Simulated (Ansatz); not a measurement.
What does this script print? It uses Ansatz 0.2.0 through its Python package.

`run_restart.py`:
```python
"""A run of CaMg that can be started again."""

import ansatz as az
import numpy as np


def main() -> None:
    vectors = np.array([
        [4.02737238, 0.0, 0.0],
        [0.0, 4.02737238, 0.0],
        [0.0, 0.0, 3.86162435],
    ])
    structure = (
        az.Lattice.of(vectors)
        .atom("Ca", (0.0, 0.0, 0.5))
        .atom("Mg", (0.5, 0.5, 0.0))
    )

    base = (
        structure.calculation()
        .basis(470, density_ratio=6)
        .initial_density(normalization="cell")
        .scf(max_iterations=150, extra_bands=6)
        .kpoints(7, 7, 8, center="monkhorst-pack")
        .functional("LDA")
        .eigensolver("davidson", mixed_precision=False)
        .occupations("cold")
        .forces()
        .checkpoint(write="ground.run")
    )
    with az.exiting_at_sigterm():
        out = base.run(threads=1, resume=True)
    print("returned:", type(out).__name__)
    print(f"F = {out.report['free_energy_ev']:.5f} eV, {out.report['n_iterations']} iterations")


if __name__ == "__main__":
    main()
```

Running `python run_restart.py` prints:
```text
returned: RunOutcome
F = -3674.37897 eV, 7 iterations
```

`python run_restart.py` gives:
```text
returned: CompletedStep
F = -3674.37897 eV, 7 iterations
```

Caveats:
- The settings weren't tested for convergence.
- For a metal this k-point mesh is coarse: on a finer one energies can move by several to tens of meV an atom and pressures by half a GPa or more, differences at one mesh by less.
- The structure comes from a database of computed cells and needn't be a stable or known phase.
- Finished in 3.4 s on 1 thread of Arm Neoverse V1, on a shared host, peak memory 0.36 GiB.

(Lines on the test bed's own set-up are left out of the output.)
